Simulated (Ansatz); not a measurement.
**NaAsH (sextet): from Hartree-Fock to the top rungs, cc-pVTZ**

One table from this session's results is given with a row withheld; the runs are named, their logs left out.

Method: cc-pVTZ, core rule «outside noble gas», up to 19 orbitals frozen; program: Ansatz 0.2.0, Gaussian basis.

To be run: UHF; CCSD(T) on ROHF; CCSD(T) on UHF; BCCD(T) on ROHF; CCSDT(Q) on ROHF; CCSDT(Q) on UHF.

32 further runs of the same task are left out: 14 for a known fault of the program, 3 that didn't finish, 15 set aside as unsound or not needed.

### What is computed

The geometry is a PBE0/def2-TZVP stationary point (not a proven minimum) of the parent state, kept for this charge and spin. No spin-orbit coupling is included. The filled d shell of As may be among the frozen orbitals whatever the setting's name suggests; the logs give the count.

3 atoms, charge 0, spin multiplicity 6.

Atoms are counted from 1 here; the program's logs count them from 0.

Bond lengths: As1–H3 1.537 Å.

Set-up of the first run:

in.yaml

```yaml
crystal:
  periodic: [false, false, false]
  atoms:
    - {symbol: As, position_ang: [0.000000, 0.000000, 0.777033]}
    - {symbol: Na, position_ang: [0.000000, 0.000000, -3.091467]}
    - {symbol: H, position_ang: [0.000000, 0.000000, 2.314433]}
basis:
  gaussian: {orbitals: cc-pVTZ}
magnetization: {spin_polarized: true, initial_magnetization: 5}
hamiltonian: {xc: hf}
output: {orbitals: {seedname: orbitals}}
```

Run with:

```bash
$ ansatz run in.yaml --threads 1 --pin off --events-out ev --progress --plain --max-ram 2393MiB
```

Among the steps run: UHF; CCSD(T) on ROHF; CCSD(T) on UHF; BCCD(T) on ROHF; CCSDT(Q) on ROHF; CCSDT(Q) on UHF.

One of the session's tables, all rows but one given; the rest of the session is left out.

It belongs to the step «Misses and costs». 

```
   method  from RCCSDT(Q) (meV)
     ROHF               +2801.3
      UHF               +2702.2
     RMP2                +549.6
     UMP2                     ?
    RCCSD                +114.4
    UCCSD                 +90.9
 RCCSD(T)                 +20.9
 UCCSD(T)                  -1.1
  BCCD(T)                 +21.0
   RCCSDT                  +2.9
   UCCSDT                 -19.3
RCCSDT(Q)                     0
UCCSDT(Q)                 -22.2
```

Q: Estimate the row for UMP2 from the others.

As computed: from RCCSDT(Q) (meV): +557.3. In the column «from RCCSDT(Q) (meV)» it lies between RMP2 (+549.6) and UHF (+2702.2).

Caveats from the session: Restricted and unrestricted rows rest on different reference determinants; where their highest levels disagree by more than a few hundredths of an eV, they describe different states and don't form one ladder.
